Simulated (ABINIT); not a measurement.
# GeW (Fm-3m) in ABINIT: reference runs, part 2 of 2

ABINIT 10.8.3 (patched build). The steps go on from the part before.

**3. Single point, PBE**

Contents of run.py:

```python
import json, os
import numpy as np
from ase.units import GPa
from ase.calculators.abinit import Abinit, AbinitProfile
from ase.io import read

atoms = read('POSCAR')

profile = AbinitProfile(command='abinit', pp_paths=[os.path.abspath('pseudos')])
params = dict(
    pps='pawxml', xc='PBE',
    ecut=598.6505,
    pawecutdg=1197.301,
    pawxcdev=0,
    kptopt=1,
    ngkpt=[9, 9, 9],
    nshiftk=1,
    shiftk=[0.0, 0.0, 0.0],
    ixc=11,
    nband=18,
    occopt=3,
    tsmear=0.05,
    nstep=100,
    tolvrs=1e-09,
    prtwf=0,
    prtden=0,
)

atoms.calc = Abinit(profile=profile, directory='run', **params)
energy = atoms.get_potential_energy()
forces = atoms.get_forces()
stress = atoms.get_stress()
print(f'energy {energy:.6f} eV')
print('forces (eV/A)')
print(np.round(forces, 5))
print('stress (GPa, Voigt, tension positive)', np.round(stress / GPa, 4))
json.dump(dict(energy=energy, forces=forces.tolist(), stress=stress.tolist(), cell=atoms.cell.tolist(), frac=atoms.get_scaled_positions(wrap=False).tolist()), open('results.json', 'w'))
```

Contents of POSCAR:

```
GeW
1.0
    0.0000000000      2.5776100000      2.5776100000
    2.5776100000      0.0000000000      2.5776100000
    2.5776100000      2.5776100000      0.0000000000
Ge W
1 1
Direct
    0.5000000000      0.5000000000      0.5000000000
    0.0000000000      0.0000000000      0.0000000000
```

Potentials or basis: JTH PAW PBE v2.0.

Started as:

```sh
$ python run.py
```

Wall time 39 s (1 thread of Arm Neoverse V1, shared host); peak memory 0.13 GiB.

The run converged. Its results:

```
Free energy                                           : -4477.5800 eV
Pressure                                              : -0.1 GPa
Band gap on the k mesh                                : none (metal or under the smearing width)
Valence electrons inside the program's atomic spheres : Ge 12.61; W 11.62
```

Levels at points of the mesh, in eV from the Fermi level:
```tsv
k point	band 12	band 13	band 14	band 15	band 16	band 17
(0.00, 0.00, 0.00)	-1.61	-1.61	-0.86	-0.86	2.43	2.43
```

Spin-orbit coupling is left out, which matters for the levels of W.

**4. Single point, PBE (atoms moved at random, drawn with an rms of 0.05 Å)**

Contents of run.abi:

```
# Pseudopotentials
pp_dirpath "./"
pseudos "Ge.GGA_PBE-JTH.xml, W.GGA_PBE-JTH.xml"

# Structure
acell 3*1.0
rprim
     0.0000000000     4.8709769561     4.8709769561
     4.8709769561     0.0000000000     4.8709769561
     4.8709769561     4.8709769561     0.0000000000
ntypat 2
znucl 32 74
natom 2
typat 1 2
xcart
     2.5574530898     2.6195167834     2.5464930921
    -0.0252786213     0.0183345399     0.0373186376 Angstrom
chkprim 0
chksymtnons 0
tolsym 1.0e-6

# Plane-wave basis
ecut 22.0
pawecutdg 44.0
pawxcdev 0

# k points
kptopt 1
ngkpt 9 9 9
nshiftk 1
shiftk 0.0 0.0 0.0

# Exchange and correlation
ixc 11

# Bands and occupations
nband 18
occopt 3
tsmear 0.05 eV

# SCF cycle
nstep 100
tolvrs 1.0e-9

# Output
iomode 3
prtwf 0
prtden 0
prteig 0
prtebands 0
```

Potentials or basis: JTH PAW PBE v2.0.

Started as:

```sh
$ abinit run.abi > log 2>&1
```

run.abo:

```text
.Version 10.8.3 of ABINIT
 Symmetries : space group P1 (#  1); Bravais aP (primitive triclinic)
================================================================================
 Values of the parameters that define the memory need of the present run
     intxc =       0    ionmov =       0      iscf =      17    lmnmax =      18
     lnmax =       6     mgfft =      30  mpssoang =       3    mqgrid =    3001
     natom =       2  nloc_mem =       2    nspden =       1   nspinor =       1
    nsppol =       1      nsym =       1    n1xccc =       1    ntypat =       2
    occopt =       3   xclevel =       2
       mpw =        1155          nfft =       27000          nkpt =         365
 PAW method is used; the additional fine FFT grid is defined by:
   mgfftf=        45    nfftf =     91125
================================================================================
================================================================================

--------------------------------------------------------------------------------
------------- Echo of variables that govern the present computation ------------
--------------------------------------------------------------------------------
 -outvars: echo values of preprocessed input variables --------
            acell      1.0000000000E+00  1.0000000000E+00  1.0000000000E+00 Bohr
              amu      7.26100000E+01  1.83850000E+02
          chkprim           0
      chksymtnons           0
             ecut      2.20000000E+01 Hartree
                       outvar_i_n : Printing only first  50 k-points.
              ixc          11
                       outvar_i_n : Printing only first  50 k-points.
[... 222 lines left out ...]
'-kT*entropy'       : -8.69559004120659E-04
total_energy_dc     : -1.64547132782330E+02
total_energy_dc_eV  : -4.47755558580870E+03
...

--- !EnergyTermsWithPAWCore
iteration_state     : {dtset: 1, }
comment             : 'Components of total free energy, including PAW core contributions'
Total energy        : -1.82418647028659E+04
Total energy DC     : -1.82418646982835E+04
Total energy (eV)   : -4.96386426276611E+05
Total energy DC (eV): -4.96386426151918E+05
...

 Cartesian components of stress tensor (hartree/bohr^3)
  sigma(1 1)=  7.98793302E-06  sigma(3 2)= -5.97354881E-06
  sigma(2 2)=  2.21546003E-06  sigma(3 1)= -1.41242278E-06
  sigma(3 3)= -4.24275239E-05  sigma(2 1)=  4.04530745E-07

-Cartesian components of stress tensor (GPa)         [Pressure=  3.1602E-01 GPa]
- sigma(1 1)=  2.35013103E-01  sigma(3 2)= -1.75747874E-01
- sigma(2 2)=  6.51810844E-02  sigma(3 1)= -4.15549130E-02
- sigma(3 3)= -1.24826085E+00  sigma(2 1)=  1.19017054E-02

== END DATASET(S) ==============================================================
================================================================================

 -outvars: echo values of variables after computation  --------
            acell      1.0000000000E+00  1.0000000000E+00  1.0000000000E+00 Bohr
           etotal     -1.6454713278E+02
            fcart     -8.8652184294E-04 -4.1356736995E-03  1.2401533257E-02
                       8.8652184294E-04  4.1356736995E-03 -1.2401533257E-02
            rprim      0.0000000000E+00  4.8709769561E+00  4.8709769561E+00
                       4.8709769561E+00  0.0000000000E+00  4.8709769561E+00
                       4.8709769561E+00  4.8709769561E+00  0.0000000000E+00
           strten      7.9879330228E-06  2.2154600288E-06 -4.2427523942E-05
                      -5.9735488131E-06 -1.4124227839E-06  4.0453074464E-07
           xangst      2.5574530898E+00  2.6195167834E+00  2.5464930921E+00
                      -2.5278621300E-02  1.8334539900E-02  3.7318637600E-02
             xred      5.0600300035E-01  4.8192500033E-01  5.1025500035E-01
                       1.5699000015E-02 -1.2209999969E-03 -8.5860000213E-03
 Calculation completed.
```

Wall time 5.6 min (1 thread of Arm Neoverse V1, shared host); peak memory 0.34 GiB.

What came out:

* Free energy: -4477.5556 eV
* Pressure: 0.3 GPa
* Largest force: 0.674 eV/Å
* Band gap on the k mesh: none (metal or under the smearing width)
* Valence electrons inside the program's atomic spheres: Ge 12.61; W 11.61

Forces in eV/Å, atoms in the order of the input:
```
Ge  -0.046 -0.213  0.638
W    0.046  0.213 -0.638
```

Spin-orbit coupling is left out, which matters for the levels of W.
